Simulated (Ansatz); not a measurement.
# Cl₃H₃SSi₂: up Jacob's ladder to CCSD(T)

How much do the methods differ for Cl₃H₃SSi₂? The plan is to run it at one geometry with functionals of several rungs and with coupled cluster. The yardstick is the atomisation energy at the CCSD(T) limit.

Computed with Ansatz 0.2.0, Gaussian basis. Level: functionals in def2-TZVPP, the program's frozen cores in correlated methods.

The runs, in order: PBE-D4, r2SCAN-D4, PBE0-D4, B3LYP-D4, ωB97X-V, ωB97M-V, B2PLYP; CCSD(T)/def2-TZVPP; MP2/def2-QZVPP; extrapolation to the limit.

## Step 1: The geometry

The geometry comes from an earlier relaxation with PBE0-D4 in a triple-zeta def2 set; it is a stationary point, not always the lowest conformer.

SMILES `Cl[SiH2]S[SiH](Cl)Cl`, 9 atoms, charge 0, spin multiplicity 1.

Atoms are counted from 1 here; the program's logs count them from 0.

Bond lengths: Cl1–Si2 2.045 Å, Si2–S3 2.135 Å, Si2–H7 1.476 Å, Si2–H8 1.477 Å, S3–Si4 2.118 Å, Si4–Cl5 2.036 Å, Si4–Cl6 2.040 Å, Si4–H9 1.473 Å. Angles: Cl1–Si2–S3 112.6°, Cl1–Si2–H7 107.9°, Cl1–Si2–H8 108.7°, S3–Si2–H7 111.1°, S3–Si2–H8 104.0°, H7–Si2–H8 112.6°, Si2–S3–Si4 103.4°, S3–Si4–Cl5 112.4°, S3–Si4–Cl6 112.1°, S3–Si4–H9 106.3°, Cl5–Si4–Cl6 108.0°, Cl5–Si4–H9 108.9°, Cl6–Si4–H9 109.0°.

## Step 2: PBE-D4 (GGA)

File in.yaml:

```yaml
crystal:
  periodic: [false, false, false]
  atoms:
    - {symbol: Cl, position_ang: [0.041698, 2.271785, 1.481832]}
    - {symbol: Si, position_ang: [1.152768, 1.211554, 0.131548]}
    - {symbol: S, position_ang: [1.061680, -0.894898, 0.467424]}
    - {symbol: Si, position_ang: [-0.899683, -1.405476, -0.146414]}
    - {symbol: Cl, position_ang: [-2.319303, -0.713602, 1.139007]}
    - {symbol: Cl, position_ang: [-1.333312, -0.690602, -2.007696]}
    - {symbol: H, position_ang: [0.672192, 1.554397, -1.220736]}
    - {symbol: H, position_ang: [2.579007, 1.543569, 0.327059]}
    - {symbol: H, position_ang: [-0.955046, -2.876718, -0.172025]}
basis:
  gaussian: {orbitals: def2-TZVPP}
hamiltonian: {xc: pbe, dispersion: d4}
output: {forces: true, orbitals: {seedname: orbitals}}
```

Started as:

```console
$ ansatz run in.yaml --threads 2 --pin off --events-out ev --progress --plain --max-ram 32768MiB --backend cuda --devices 0, --max-vram 18GiB
```

After this run come: r2SCAN-D4 (meta-GGA); PBE0-D4 (hybrid); B3LYP-D4 (hybrid); ωB97X-V (range-separated); ωB97M-V (range-separated); B2PLYP (double hybrid); CCSD(T) in def2-TZVPP; MP2 in def2-QZVPP.

**Question.** What will the summary of the whole plan be? Wanted: atomisation energy, CCSD(T)/CBS; farthest; mean size of error, hybrid; mean size of error, range-separated; gap, smallest and largest; T1 diagnostic; triples share of the correlation energy.

**Answer**, as computed:

| quantity | value |
| --- | --- |
| atomisation energy, CCSD(T)/CBS | 2855.7 kJ/mol |
| functionals within 14.3 kJ/mol (0.5 %) | PBE-D4, PBE0-D4 |
| farthest | B2PLYP (-84.3 kJ/mol) |
| mean size of error, hybrid | 31.3 kJ/mol |
| mean size of error, range-separated | 19.9 kJ/mol |
| gap, smallest and largest | 5.62 eV (PBE-D4), 12.22 eV (ωB97X-V) |
| T1 diagnostic | 0.0100 |
| triples share of the correlation energy | 4.3 % |

What this shows: PBE-D4 misses by +7.9 kJ/mol. Double hybrids carry the basis error of their MP2 part in triple zeta, and no dispersion term here, so their miss is partly the set-up's. The reference freezes the cores and leaves out relativity and excitations past (T), so misses under about 14.3 kJ/mol can't be ranked. Hartree-Fock recovers 74 % of the binding; the rest is correlation. The gap grows from 5.6 to 12.2 eV across the functionals, mostly with the share of exact exchange.
